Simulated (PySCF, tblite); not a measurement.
# C6H12O: dynamics, then NMR shifts on frames, part 1 of 2

How do NMR shifts of C6H12O (`C/C=C(\C)COC`) change as the atoms move?

Computed with tblite 0.8.0 and PySCF 2.14.0, with density-fitted response routines of our own, on a single molecule in the gas phase. Atoms are numbered from 0 throughout.

### 1 The molecule as given

19 atoms, charge 0, multiplicity 1; geometry from: GFN2-xTB.

Bonds of the start (Å): C0–C1 1.49, C1–C2 1.33, C2–C3 1.50, C2–C4 1.51, C4–O5 1.41, O5–C6 1.40, C0–H7 1.09, C0–H8 1.09, C0–H9 1.09, C1–H10 1.08, C3–H11 1.09, C3–H12 1.09, C3–H13 1.09, C4–H14 1.10, C4–H15 1.09, C6–H16 1.10, C6–H17 1.10, C6–H18 1.09.

### 2 Dynamics with GFN2-xTB

What the job is given:

```
{"job": {"kind": "md", "xc": "GFN2-xTB", "basis": "xTB", "temperature": 300, "steps": 2000, "every": 50, "frames": 5}, "charge": 0, "multiplicity": 1}
C     -2.309605     1.141484     0.384646
C     -0.990700     0.646719     0.883300
C     -0.307087    -0.388226     0.411154
C     -0.732921    -1.238672    -0.750753
C      1.004933    -0.807791     1.033408
O      2.078199    -0.824401     0.112907
C      2.443668     0.455147    -0.335903
H     -2.981938     1.312362     1.224046
H     -2.181455     2.093330    -0.132393
H     -2.775632     0.435678    -0.295484
H     -0.583869     1.207305     1.716439
H     -1.433576    -2.006665    -0.421822
H      0.139484    -1.732079    -1.173745
H     -1.210752    -0.646588    -1.527091
H      1.248399    -0.156324     1.886184
H      0.928506    -1.840697     1.388556
H      1.609191     0.960575    -0.835572
H      2.785625     1.082926     0.497250
H      3.259727     0.315168    -1.042261
```

Method: GFN2-xTB Langevin dynamics, gas phase.

Command:

```sh
$ OMP_NUM_THREADS=1 python probes_run.py task.json out
```

The driver reads the jobs from task.json and runs them one after another.

Output:

```text
t/fs     T/K      E/eV
    0.0   243.7   -625.84396
   25.0   178.6   -625.33935
   50.0   255.2   -625.34862
   75.0   195.4   -625.45206
  100.0   210.0   -625.34393
  125.0   222.3   -625.29108
  150.0   265.5   -625.45288
  175.0   192.3   -625.32388
  200.0   241.9   -625.37001
  225.0   227.2   -625.24814
  250.0   237.5   -625.24977
  275.0   229.9   -625.30275
  300.0   243.8   -625.15487
  325.0   284.6   -625.17965
  350.0   201.9   -625.20921
  375.0   286.9   -625.25068
  400.0   277.9   -625.31861
  425.0   283.3   -625.40954
  450.0   329.8   -625.20195
  475.0   275.4   -625.14337
  500.0   231.4   -625.04525
  525.0   301.7   -625.13556
  550.0   305.8   -625.21587
  575.0   282.3   -625.26782
  600.0   303.1   -625.32168
  625.0   249.0   -625.13150
  650.0   315.2   -625.31173
  675.0   330.9   -625.02024
  700.0   254.9   -625.05408
  725.0   296.2   -625.25478
  750.0   288.0   -625.05183
  775.0   349.0   -625.10845
  800.0   283.7   -625.05768
  825.0   275.8   -625.14660
  850.0   270.3   -625.09837
  875.0   215.7   -625.06282
  900.0   333.4   -625.25696
  925.0   342.8   -625.13171
  950.0   330.6   -625.07356
  975.0   352.8   -625.10006
 1000.0   234.4   -625.01730
```

Run time: 17 s. Hardware: 1 thread of Arm Neoverse N1, shared host; peak memory 0.19 GiB.

Distance from the start (root mean square after alignment): 0 fs 0.00 Å, 200 fs 0.23 Å, 400 fs 0.91 Å, 600 fs 0.93 Å, 800 fs 1.18 Å, 1000 fs 1.17 Å.

Positions (Å) and forces (eV/Å) at 1000 fs:

```xyz
19

C    -1.272    2.292    0.036   -1.419    1.104    2.845
C    -0.549    1.244    0.749    0.790   -0.294    1.258
C    -0.117    0.068    0.328    0.878   -0.425    0.348
C    -0.239   -0.493   -1.061   -2.733    1.613    0.105
C     0.975   -0.673    1.090   -0.804   -1.200    0.150
O     2.187   -0.581    0.408    1.113    0.895   -0.595
C     2.718    0.763    0.345    0.012   -1.244    0.858
H    -0.657    3.161   -0.078    0.557    0.356   -0.529
H    -1.773    2.003   -0.830   -0.659   -0.292   -1.248
H    -1.991    2.636    0.857    0.067   -0.155   -1.422
H    -0.374    1.548    1.810    0.300   -0.468   -0.874
H    -0.549    0.350   -1.671   -0.213    0.208   -0.428
H    -1.024   -1.254   -1.259    0.827    0.130    0.653
H     0.706   -0.718   -1.386    2.005   -1.264   -0.735
H     1.188   -0.331    2.134   -0.807   -0.328   -0.411
H     0.694   -1.776    0.992    0.547    1.038    0.692
H     2.581    1.245    1.313   -0.250    0.201    0.097
H     3.789    0.698    0.201    0.141   -0.259   -0.298
H     2.263    1.331   -0.438   -0.352    0.383   -0.466
```

### 3 Shielding tensors: 250 fs, PBE0/pcSseg-1

What the job is given:

```
{"job": {"kind": "nmr", "xc": "PBE0", "basis": "pcSseg-1", "pop": false}, "charge": 0, "multiplicity": 1}
C     -2.512200     0.441800     0.561600
C     -1.267700    -0.217000     1.110900
C     -0.469900    -1.048800     0.371300
C     -0.838700    -1.338800    -1.056500
C      0.904600    -1.580900     0.784400
O      1.920800    -1.113400    -0.021700
C      2.409500     0.148400     0.256000
H     -3.297300    -0.258100     0.659000
H     -2.772700     1.294600     1.243800
H     -2.341700     0.845200    -0.406300
H     -0.974500    -0.031400     2.124000
H     -1.863300    -1.794300    -1.122600
H     -0.202900    -2.020300    -1.503400
H     -0.750500    -0.424900    -1.715000
H      1.121400    -1.322600     1.834800
H      0.824500    -2.648300     0.726500
H      1.608800     0.855400     0.095000
H      2.627700     0.199300     1.285300
H      3.350800     0.237400    -0.332500
```

Level: GIAO PBE0/pcSseg-1 NMR shielding, non-relativistic, gas phase.

Output:

```text
coarse grid: 15048 points
cycle   1  E = -310.4886701146  dE =  7.374e-01  |g| = 5.955e-01  |ddm| = 3.702e+00
cycle   2  E = -310.4431966403  dE =  4.547e-02  |g| = 7.898e-01  |ddm| = 1.222e+00
cycle   3  E = -310.5631278678  dE = -1.199e-01  |g| = 9.050e-02  |ddm| = 7.659e-01
cycle   4  E = -310.5644765006  dE = -1.349e-03  |g| = 3.390e-02  |ddm| = 9.633e-02
cycle   5  E = -310.5647365752  dE = -2.601e-04  |g| = 8.098e-03  |ddm| = 3.600e-02
cycle   6  E = -310.5647463548  dE = -9.780e-06  |g| = 5.045e-03  |ddm| = 1.063e-02
cycle   7  E = -310.5647526984  dE = -6.344e-06  |g| = 5.772e-04  |ddm| = 4.429e-03
final grid: 142920 points
cycle   8  E = -310.6181542134  dE = -4.624e-05  |g| = 1.135e-02  |ddm| = 3.191e-02
cycle   9  E = -310.6181382691  dE =  1.594e-05  |g| = 1.476e-02  |ddm| = 1.894e-02
cycle  10  E = -310.6181810521  dE = -4.278e-05  |g| = 1.609e-03  |ddm| = 1.127e-02
cycle  11  E = -310.6181815898  dE = -5.377e-07  |g| = 1.957e-04  |ddm| = 1.442e-03
cycle  12  E = -310.6181815933  dE = -3.511e-09  |g| = 1.552e-04  |ddm| = 2.877e-04
cycle  13  E = -310.6181815992  dE = -5.900e-09  |g| = 3.140e-05  |ddm| = 1.546e-04
cycle  14  E = -310.6181815994  dE = -2.278e-10  |g| = 7.115e-06  |ddm| = 3.262e-05
converged SCF energy = -310.6181815994

GIAO shielding tensors (ppm)
atom      isotropic    diamagn.    paramagn.     s11        s22        s33       span
  0 C      171.531     247.396     -75.864    161.967    169.494    183.132     21.165
  1 C       46.467     257.236    -210.769    -74.538     67.311    146.627    221.165
  2 C       33.702     264.019    -230.316    -85.634     38.745    147.996    233.630
  3 C      168.145     247.867     -79.722    153.325    169.046    182.065     28.740
  4 C      109.190     244.652    -135.462     82.724    102.095    142.750     60.027
  5 O      328.736     395.638     -66.902    288.429    326.243    371.535     83.106
  6 C      130.214     248.429    -118.215     92.239    115.164    183.240     91.001
  7 H       30.482      29.051       1.431     26.003     28.401     37.042     11.039
  8 H       29.295      28.075       1.220     25.106     27.402     35.376     10.270
  9 H       30.289      31.493      -1.205     25.970     30.348     34.548      8.579
 10 H       25.777      35.362      -9.585     23.487     24.176     29.667      6.179
 11 H       29.270      29.341      -0.071     24.858     27.763     35.189     10.331
 12 H       31.103      32.496      -1.392     26.935     30.891     35.483      8.548
 13 H       29.022      30.569      -1.547     25.971     26.666     34.427      8.456
 14 H       28.335      31.848      -3.513     24.059     28.769     32.178      8.120
 15 H       27.583      29.869      -2.286     23.738     27.339     31.672      7.935
 16 H       28.333      33.056      -4.723     23.697     27.840     33.462      9.765
 17 H       29.879      31.846      -1.966     26.573     27.530     35.534      8.961
 18 H       27.256      28.650      -1.394     22.977     25.109     33.684     10.707
```

Wall time 35 s (1 thread of Arm Neoverse N1, shared host); peak memory 0.91 GiB.

The references, computed at this level on geometries of the same kind, shield at (ppm): ¹H TMS 31.72, ¹³C TMS 186.9, ¹⁷O H2O 336.1. Their shielding less the atom's gives the shift. The references are single molecules in the gas phase, so shifts against H2O, NH3, PH3, H3PO4 or CFCl3 are not on the usual liquid scales and can be off by tens of ppm. Each atom is listed at this fixed geometry, with no averaging over motion; a spectrum would average atoms that exchange fast.

```
atoms                                 environment  σ (ppm)  δ (ppm)
   C2             fully substituted alkene carbon     33.7    153.2
   C1                                   alkene CH     46.5    140.5
   C4                 allylic sp3 CH2 bonded to O    109.2     77.7
   C6                   methyl carbon bonded to O    130.2     56.7
   C3                       allylic methyl carbon    168.1     18.8
   C0                       allylic methyl carbon    171.5     15.4
  H10                    hydrogen on an alkene CH    25.78     5.94
  H18     hydrogen on a methyl carbon bonded to O    27.26     4.46
  H15  hydrogen on an allylic sp3 CH2 bonded to O    27.58     4.13
  H16     hydrogen on a methyl carbon bonded to O    28.33     3.38
  H14  hydrogen on an allylic sp3 CH2 bonded to O    28.34     3.38
  H13        hydrogen on an allylic methyl carbon    29.02     2.70
  H11        hydrogen on an allylic methyl carbon    29.27     2.45
   H8        hydrogen on an allylic methyl carbon    29.29     2.42
  H17     hydrogen on a methyl carbon bonded to O    29.88     1.84
   H9        hydrogen on an allylic methyl carbon    30.29     1.43
   H7        hydrogen on an allylic methyl carbon    30.48     1.23
  H12        hydrogen on an allylic methyl carbon    31.10     0.61
   O5                                ether oxygen    328.7      7.3
```

### 4 Nuclear shieldings: 425 fs, PBE0/pcSseg-1

What the job is given:

```
{"job": {"kind": "nmr", "xc": "PBE0", "basis": "pcSseg-1", "pop": false}, "charge": 0, "multiplicity": 1}
C     -2.206500     0.589500     0.768600
C     -1.009100    -0.190400     1.128000
C     -0.327200    -1.093100     0.451200
C     -0.641300    -1.668000    -0.931800
C      0.929000    -1.754800     1.004900
O      2.104200    -1.434500     0.285700
C      2.516600    -0.104900     0.418400
H     -2.598100     0.431900    -0.315700
H     -3.012800     0.316800     1.411400
H     -1.903200     1.597400     0.962000
H     -0.640300     0.018500     2.105800
H     -1.022600    -0.899200    -1.645000
H     -1.316900    -2.518100    -0.821100
H      0.325700    -2.067400    -1.303700
H      1.056400    -1.462500     2.083900
H      0.905500    -2.870600     0.878500
H      1.650800     0.588600     0.189100
H      2.723000     0.044700     1.447800
H      3.352400     0.000500    -0.242400
```

Method: GIAO PBE0/pcSseg-1 NMR shielding, non-relativistic, gas phase.

Output:

```text
coarse grid: 15048 points
cycle   1  E = -310.4940065633  dE =  6.779e-01  |g| = 5.970e-01  |ddm| = 3.691e+00
cycle   2  E = -310.4417816780  dE =  5.222e-02  |g| = 8.153e-01  |ddm| = 1.230e+00
cycle   3  E = -310.5687626936  dE = -1.270e-01  |g| = 9.971e-02  |ddm| = 7.755e-01
cycle   4  E = -310.5704974982  dE = -1.735e-03  |g| = 3.417e-02  |ddm| = 1.056e-01
cycle   5  E = -310.5707732423  dE = -2.757e-04  |g| = 6.178e-03  |ddm| = 3.969e-02
cycle   6  E = -310.5707797442  dE = -6.502e-06  |g| = 3.199e-03  |ddm| = 8.633e-03
cycle   7  E = -310.5707822249  dE = -2.481e-06  |g| = 5.961e-04  |ddm| = 3.118e-03
final grid: 142920 points
cycle   8  E = -310.6245109778  dE = -3.714e-05  |g| = 1.170e-02  |ddm| = 3.991e-02
cycle   9  E = -310.6244875814  dE =  2.340e-05  |g| = 1.638e-02  |ddm| = 2.116e-02
cycle  10  E = -310.6245390581  dE = -5.148e-05  |g| = 1.675e-03  |ddm| = 1.270e-02
cycle  11  E = -310.6245396578  dE = -5.996e-07  |g| = 1.200e-04  |ddm| = 1.494e-03
cycle  12  E = -310.6245396603  dE = -2.508e-09  |g| = 6.086e-05  |ddm| = 2.038e-04
cycle  13  E = -310.6245396610  dE = -7.109e-10  |g| = 3.356e-05  |ddm| = 8.737e-05
cycle  14  E = -310.6245396613  dE = -2.700e-10  |g| = 5.147e-06  |ddm| = 3.056e-05
converged SCF energy = -310.6245396613

GIAO shielding tensors (ppm)
atom      isotropic    diamagn.    paramagn.     s11        s22        s33       span
  0 C      168.116     247.822     -79.706    158.326    163.551    182.470     24.144
  1 C       54.428     257.586    -203.158    -55.869     72.593    146.560    202.430
  2 C       48.703     262.327    -213.624    -53.617     48.653    151.072    204.689
  3 C      166.897     247.887     -80.990    153.674    164.800    182.217     28.543
  4 C       98.305     245.506    -147.200     73.675     99.788    121.452     47.778
  5 O      308.579     394.951     -86.372    266.163    312.328    347.247     81.084
  6 C      130.332     249.898    -119.566     99.551    111.087    180.357     80.806
  7 H       28.073      28.900      -0.827     23.944     28.240     32.035      8.091
  8 H       30.275      28.236       2.039     26.192     27.920     36.713     10.521
  9 H       29.950      30.228      -0.278     25.123     28.598     36.129     11.006
 10 H       26.337      35.092      -8.754     23.885     24.625     30.501      6.615
 11 H       29.160      30.737      -1.577     25.057     28.188     34.235      9.178
 12 H       29.952      29.166       0.785     26.148     27.183     36.525     10.377
 13 H       28.930      30.911      -1.981     23.917     30.152     32.720      8.803
 14 H       27.842      31.040      -3.197     23.454     28.551     31.521      8.067
 15 H       26.605      29.385      -2.780     22.831     25.999     30.985      8.154
 16 H       27.666      32.505      -4.839     23.271     28.313     31.414      8.143
 17 H       29.564      31.760      -2.196     25.652     27.370     35.670     10.017
 18 H       28.302      30.615      -2.313     24.234     26.074     34.598     10.364
```

It took 35 s on 1 thread of Arm Neoverse N1, shared host; peak memory 0.88 GiB.

In short: δ C2 138.2, C1 132.5, C4 88.6, C6 56.6, H10 5.38, H15 5.11 ppm.

(Continued in part 2 of 2.)
